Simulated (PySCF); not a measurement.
# C9H21F3O3S3Si3: the cost of one run

Programs: PySCF 2.14.0, with routines of our own; each step states its level. All values are computed. Atoms count from 0.

### Step 1. The system as given

42 atoms, charge 0, multiplicity 1; geometry from: GFN2-xTB.

### Step 2. Electronic excitations: TDA OPBE/6-31G*

The job: settings as JSON, then the geometry in Å.

```
{"job": {"kind": "uv", "basis": "6-31G*", "grid": 1, "kgrid": 0, "vcut": 1.5, "nstates": 5, "ntriplets": 0, "tda": true, "delta": [], "pop": false, "xc": "OPBE"}, "charge": 0, "multiplicity": 1}
F     -0.568537     1.909250    -3.217622
Si    -0.476124     1.826911    -1.617534
C     -0.497418     3.509400    -0.771359
C      0.536445     4.496105    -1.317068
C      1.966453     4.024397    -1.109708
S      2.374206     3.752542     0.648874
O     -1.757928     0.947031    -1.175633
Si    -1.804312    -0.428300    -0.328758
F     -2.159517     0.060095     1.165225
C     -3.029358    -1.619640    -1.110366
C     -3.173909    -2.953788    -0.375723
C     -3.790479    -2.765861     0.998562
S     -3.983594    -4.345741     1.888608
O     -0.320831    -1.052469    -0.176553
Si     1.114238    -0.403263    -0.556438
F      1.695591    -1.392731    -1.677728
C      2.204501    -0.109015     0.948750
C      2.470940    -1.354670     1.798100
C      3.343979    -2.357412     1.064313
S      3.684235    -3.834666     2.079804
O      0.881646     0.996160    -1.337837
H     -1.489325     3.946903    -0.886537
H     -0.335066     3.388097     0.302246
H      0.402706     5.467298    -0.831551
H      0.376447     4.630532    -2.388463
H      2.680364     4.744357    -1.510239
H      2.124974     3.056857    -1.580416
H      2.129632     5.004094     1.042708
H     -2.732726    -1.818895    -2.141394
H     -4.005322    -1.134308    -1.157091
H     -2.197377    -3.427472    -0.271031
H     -3.810255    -3.619937    -0.965103
H     -4.769895    -2.291882     0.932087
H     -3.149764    -2.160393     1.634534
H     -4.796050    -4.911923     0.996459
H      3.158870     0.311978     0.627362
H      1.740841     0.649075     1.584036
H      1.525848    -1.829255     2.065727
H      2.972346    -1.054933     2.722597
H      4.299430    -1.917781     0.776780
H      2.846235    -2.733063     0.173071
H      4.313688    -3.187765     3.060927
```

Level: TDA OPBE/6-31G*, vertical, gas phase, core orbitals frozen in the response, virtual orbitals cut by energy.

The run is started by

```bash
$ OMP_NUM_THREADS=1 python large_run.py task.json out
```

This one command runs all jobs of the session in turn.

**Question.** How long does this first job take on 1 thread of Arm Neoverse N1, shared host, and how much memory does it need?

About 45 s, with a peak of 0.56 GiB.
